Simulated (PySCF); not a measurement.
# ErH18N6 (Er(NH3)63+): the cost of one run

Computed with PySCF 2.14.0. Level: several levels, as the steps say, no spin–orbit coupling.

3 further runs of the same task are left out: 3 for a known fault of the program.

## (1) Starting geometry

25 atoms, charge 3, spin multiplicity 1.

Bond lengths: Er1–N2 2.518 Å, Er1–N6 2.518 Å, Er1–N10 2.518 Å, Er1–N14 2.518 Å, Er1–N18 2.518 Å, Er1–N22 2.518 Å, N2–H3 1.036 Å, N2–H4 1.036 Å, N2–H5 1.036 Å, N6–H7 1.036 Å, N6–H8 1.036 Å, N6–H9 1.036 Å, N10–H11 1.036 Å, N10–H12 1.036 Å, N10–H13 1.036 Å, N14–H15 1.036 Å, N14–H16 1.036 Å, N14–H17 1.036 Å and more. Angles: N2–Er1–N6 180.0°, N2–Er1–N10 89.4°, N2–Er1–N14 88.8°, N2–Er1–N18 90.6°, N2–Er1–N22 91.2°, N6–Er1–N10 90.6°, N6–Er1–N14 91.2°, N6–Er1–N18 89.4°, N6–Er1–N22 88.8°, N10–Er1–N14 90.0°, N10–Er1–N18 180.0°, N10–Er1–N22 90.0°, N14–Er1–N18 90.0°, N14–Er1–N22 180.0°, N18–Er1–N22 90.0°, Er1–N2–H3 115.3°, Er1–N2–H4 115.5°, Er1–N2–H5 115.6° and more.

Geometry (Å):

```
Er    0.0000    0.0000    0.0000
N     0.0219    0.0283    2.5181
H     0.8358    0.5038    2.9486
H    -0.7843    0.5001    2.9665
H     0.0292   -0.9009    2.9768
N    -0.0219   -0.0283   -2.5181
H     0.7843   -0.5001   -2.9665
H    -0.8358   -0.5038   -2.9486
H    -0.0292    0.9009   -2.9768
N     2.5180   -0.0019    0.0050
H     2.9600   -0.4740    0.8148
H     2.9689   -0.4635   -0.8056
H     2.9621    0.9344    0.0124
N     0.0006    2.5176    0.0259
H     0.3963    2.9509    0.8800
H     0.5345    2.9765   -0.7346
H    -0.9328    2.9620   -0.0467
N    -2.5180    0.0019   -0.0050
H    -2.9689    0.4635    0.8056
H    -2.9600    0.4740   -0.8148
H    -2.9621   -0.9344   -0.0124
N    -0.0006   -2.5176   -0.0259
H    -0.5345   -2.9765    0.7346
H    -0.3963   -2.9509   -0.8800
H     0.9328   -2.9620    0.0467
```

Formal oxidation states: Er +3. Each metal's 11 4f electrons lie in its core potential, so multiplicities, spins and levels count the valence alone. An earlier session relaxed this geometry at TPSS, Er lcecp-1-SVP with ECP57, N def2-SVP, H def2-SVP (singlet, point group Ci).

At TPSS on the finer grid: E = -376.634310 Eh, HOMO -19.96 eV, LUMO -13.17 eV, Mulliken charge on Er1 +1.12 e, largest force component 0.007 eV/Å. 

Levels to run: CAM-B3LYP; HF; TPSSh; BLYP; TPSS, TZVP. Hardware: 4 threads of AMD EPYC 9R14 (Zen 4), shared host.

## (2) CAM-B3LYP

The input, run.py (the lines that set the calculation):

```python
mol = gto.M(atom='''
Er     0.00000     0.00000     0.00000
N      0.02194     0.02827     2.51807
H      0.83585     0.50376     2.94855
H     -0.78434     0.50009     2.96646
H      0.02917    -0.90089     2.97681
N     -0.02194    -0.02827    -2.51807
H      0.78434    -0.50009    -2.96646
H     -0.83585    -0.50376    -2.94855
H     -0.02917     0.90089    -2.97681
N      2.51797    -0.00190     0.00504
H      2.96004    -0.47398     0.81481
H      2.96892    -0.46352    -0.80565
H      2.96205     0.93436     0.01238
N      0.00057     2.51764     0.02588
H      0.39629     2.95094     0.88004
H      0.53454     2.97647    -0.73464
H     -0.93282     2.96202    -0.04666
N     -2.51797     0.00190    -0.00504
H     -2.96892     0.46352     0.80565
H     -2.96004     0.47398    -0.81481
H     -2.96205    -0.93436    -0.01238
N     -0.00057    -2.51764    -0.02588
H     -0.53454    -2.97647     0.73464
H     -0.39629    -2.95094    -0.88004
H      0.93282    -2.96202     0.04666''',
    basis={'Er': 'lcecp-1-SVP', 'N': 'def2-SVP', 'H': 'def2-SVP'},
    ecp={'Er': 'lcecp-1-SVP'},
    charge=3, spin=0)
mf = dft.RKS(mol, xc='CAMB3LYP')
mf.grids.atom_grid = (75, 302)  # f atoms: unpruned, at least (60, 302)
mf = mf.density_fit()  # fitting sets: Er AutoAux, N def2-universal-JKFIT, H def2-universal-JKFIT
mf.conv_tol = 1e-08; mf.max_cycle = 55
mf.kernel(dm0)  # dm0: the density of the relaxed state
```

Launch:

```
OMP_NUM_THREADS=4 python run.py
```

**Question.** How long does this run take on 4 threads of AMD EPYC 9R14 (Zen 4), shared host?

About 24 s.
